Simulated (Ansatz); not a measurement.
# C2H5NSi, SMILES N=C=C[SiH3]: an atomisation energy

Computed with Ansatz 0.2.0, Python API.

Notebook, run cell by cell (the value of a cell's last expression is shown):

In [1]:
```python
from collections import Counter

import ansatz as az
```

In [2]:
```python
def total_energy(molecule, charge=0, unpaired=0):
    calc = molecule.calculation().basis(gaussian="def2-TZVPP").functional("b3lyp")
    if charge:
        calc = calc.charge(charge)
    if unpaired:
        calc = calc.spin("collinear", total=unpaired)
    report = calc.run(threads=1, backend="cpu").report
    if report["published_state_doubts"]:
        print("  doubts:", report["published_state_doubts"])
    return report["free_energy_ev"]
```

In [3]:
```python
geometry_ang = [
    ("N", (0.3234, 0.555, -2.2697)),
    ("C", (0.2848, 0.5656, -1.1125)),
    ("C", (0.2744, 0.5416, 0.1671)),
    ("Si", (-0.379, -0.8312, 1.0562)),
    ("H", (0.7427, 1.4311, -2.665)),
    ("H", (0.7701, 1.345, 0.7536)),
    ("H", (-1.8802, -0.9286, 0.7788)),
    ("H", (0.2423, -2.1111, 0.7115)),
    ("H", (-0.2901, -0.6138, 2.5629)),
]
geometry = az.Crystal.molecule()
for symbol, xyz in geometry_ang:
    geometry = geometry.atom(symbol, xyz)
```

In [4]:
```python
unpaired = {"N": 3, "C": 2, "Si": 2, "H": 1}
counts = Counter(site.symbol for site in geometry.cartesian_sites)
atom_energy = {s: total_energy(az.Crystal.molecule().atom(s, (0, 0, 0)), 0, unpaired[s]) for s in counts}
whole = total_energy(geometry, 0, 0)
for s, e in atom_energy.items():
    print(f"{s:2s} x{counts[s]}  {e:14.5f} eV")
print(f"C2H5NSi: {whole:.5f} eV")
split = sum(counts[s] * e for s, e in atom_energy.items()) - whole
print(f"atomisation energy (no zero-point term): {23.060548 * split:.1f} kcal/mol, {split / sum(counts.values()):.3f} eV an atom")
```
```text
N  x1     -1485.84985 eV
C  x2     -1030.20887 eV
Si x1     -7874.75980 eV
H  x5       -13.66431 eV
C2H5NSi: -11522.86067 eV
atomisation energy (no zero-point term): 772.8 kcal/mol, 3.724 eV an atom
```

772.8 kcal/mol from the electronic energies, without the zero-point term.

Total energies depend on the basis set; only differences at equal settings carry meaning. The geometry is a force-field or estimated start, not a minimum of this method, and the basis set is short of its limit. All parts are taken at fixed geometry, without zero-point energy. b3lyp holds the VWN-RPA fit, as in Gaussian; the form of ORCA and Turbomole is b3lyp5. Hardware and time: 6.2 s on 1 thread of Arm Neoverse V2, on a shared host, peak memory 0.37 GiB.
